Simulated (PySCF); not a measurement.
# CdB under other conditions

Aim: change spin, charge, geometry, field or solvent of CdB, one at a time, and compare with the base run.

Program: PySCF 2.14.0. Level of theory: method and basis as typed in the scripts. These are calculated values, not measurements.

5 further runs of the same task are left out: 1 for a known fault of the program, 4 that didn't finish.

## 1. The starting structure

CdB: 2 atoms, charge 0, spin multiplicity 2.

Bond lengths: Cd1–B2 2.215 Å.

## 2. Base script

The input, input.py:

```python
from pyscf import gto, scf, mp

mol = gto.M(
    atom='Cd 0 0 0; B 0 0 2.215',
    basis='def2-svpd',
    ecp={'Cd': 'def2-svpd'},
    charge=0,
    spin=1,
    symmetry=True,
    verbose=3,
)
mf = scf.UHF(mol)
mf.kernel()
mp.MP2(mf, frozen=1).kernel()
mf.dip_moment()
print('orbital energies (hartree):', [e[max(0, n-3):n+3].round(4) for e, n in zip(mf.mo_energy, mol.nelec)])
```

Run with:

```
> python input.py
```

Its log is not repeated here.

It gives: E(SCF) = -191.281395 Eh, E(MP2) − E(SCF) = -0.39676 Eh, ⟨S²⟩ = 1.791, μ = 2.56 D (of the SCF density).

⟨S²⟩ = 1.79 against 0.75 for a pure state: the determinant is spin-contaminated. The bond length is a typed value, not an optimised one.

## 3. Bond 2.06 Å

Run 1 changes bond length: 2.215 Å → 2.06 Å.

The input, input.py:

```python
from pyscf import gto, scf, mp

mol = gto.M(
    atom='Cd 0 0 0; B 0 0 2.06',
    basis='def2-svpd',
    ecp={'Cd': 'def2-svpd'},
    charge=0,
    spin=1,
    symmetry=True,
    verbose=3,
)
mf = scf.UHF(mol)
mf.kernel()
mp.MP2(mf, frozen=1).kernel()
mf.dip_moment()
print('orbital energies (hartree):', [e[max(0, n-3):n+3].round(4) for e, n in zip(mf.mo_energy, mol.nelec)])
```

Run with:

```
> python input.py
```

## 4. Electric field 0.01 a.u.

Run 2 changes electric field: none → 0.01 a.u.; point-group symmetry: on → off.

input.py, as its differences from that of step 2:

```diff
@@ -8,3 +8,2 @@
     spin=1,
-    symmetry=True,
     verbose=3,
@@ -12,2 +11,7 @@
 mf = scf.UHF(mol)
+field = 0.01  # electric field along z, atomic units
+h = mf.get_hcore() + field*mol.intor('int1e_r')[2]
+mf.get_hcore = lambda *args: h
+e_nuc = mol.energy_nuc() - field*mol.atom_charges() @ mol.atom_coords()[:, 2]
+mf.energy_nuc = lambda *args: e_nuc
 mf.kernel()
```

## 5. Electric field 0.001 a.u.

Run 3 changes electric field: none → 0.001 a.u.; point-group symmetry: on → off.

input.py, as its differences from that of step 2:

```diff
@@ -8,3 +8,2 @@
     spin=1,
-    symmetry=True,
     verbose=3,
@@ -12,2 +11,7 @@
 mf = scf.UHF(mol)
+field = 0.001  # electric field along z, atomic units
+h = mf.get_hcore() + field*mol.intor('int1e_r')[2]
+mf.get_hcore = lambda *args: h
+e_nuc = mol.energy_nuc() - field*mol.atom_charges() @ mol.atom_coords()[:, 2]
+mf.energy_nuc = lambda *args: e_nuc
 mf.kernel()
```

## 6. Lengths in bohr

Run 4 changes length unit: angstrom → bohr; bond length: 2.215 Å → 2.215 bohr.

input.py, as its differences from that of step 2:

```diff
@@ -8,2 +8,3 @@
     spin=1,
+    unit='bohr',
     symmetry=True,
```

## 7. Bond 0.5 Å

Run 5 changes bond length: 2.215 Å → 0.5 Å.

input.py, as its differences from that of step 2:

```diff
@@ -3,3 +3,3 @@
 mol = gto.M(
-    atom='Cd 0 0 0; B 0 0 2.215',
+    atom='Cd 0 0 0; B 0 0 0.5',
     basis='def2-svpd',
```

## 8. Bond 2.281 Å

Run 6 changes bond length: 2.215 Å → 2.281 Å.

input.py, as its differences from that of step 2:

```diff
@@ -3,3 +3,3 @@
 mol = gto.M(
-    atom='Cd 0 0 0; B 0 0 2.215',
+    atom='Cd 0 0 0; B 0 0 2.281',
     basis='def2-svpd',
```

**Question.** What will these runs give? Wanted: for each run, E(SCF); from base; SCF dipole; after the SCF.

The runs gave:

```csv
run,E(SCF) (hartree),from base (eV),SCF dipole (D),after the SCF
base,-191.281395,0,2.56,"MP2 correlation -10.796 eV, core frozen"
bond 2.06 Å,-191.275271,+0.1666,2.28,"MP2 correlation -11.061 eV, core frozen"
electric field 0.01 a.u.,-191.322890,-1.1291,1.78,"MP2 correlation -11.872 eV, core frozen"
electric field 0.001 a.u.,-191.322502,-1.1186,1.57,"MP2 correlation -11.965 eV, core frozen"
lengths in bohr (poor choice),-190.479716,not comparable,1.45,"MP2 correlation -12.542 eV, core frozen"
bond 0.5 Å (poor choice),-170.097529,+576.4423,2.31,"MP2 correlation -11.371 eV, core frozen"
bond 2.281 Å,-191.281661,-0.0072,2.84,"MP2 correlation -10.711 eV, core frozen"
```

Of the runs whose energies can be compared, “bond 0.5 Å” moves the SCF energy most (+576.442 eV). Rows marked «poor choice» come from settings spoiled on purpose.
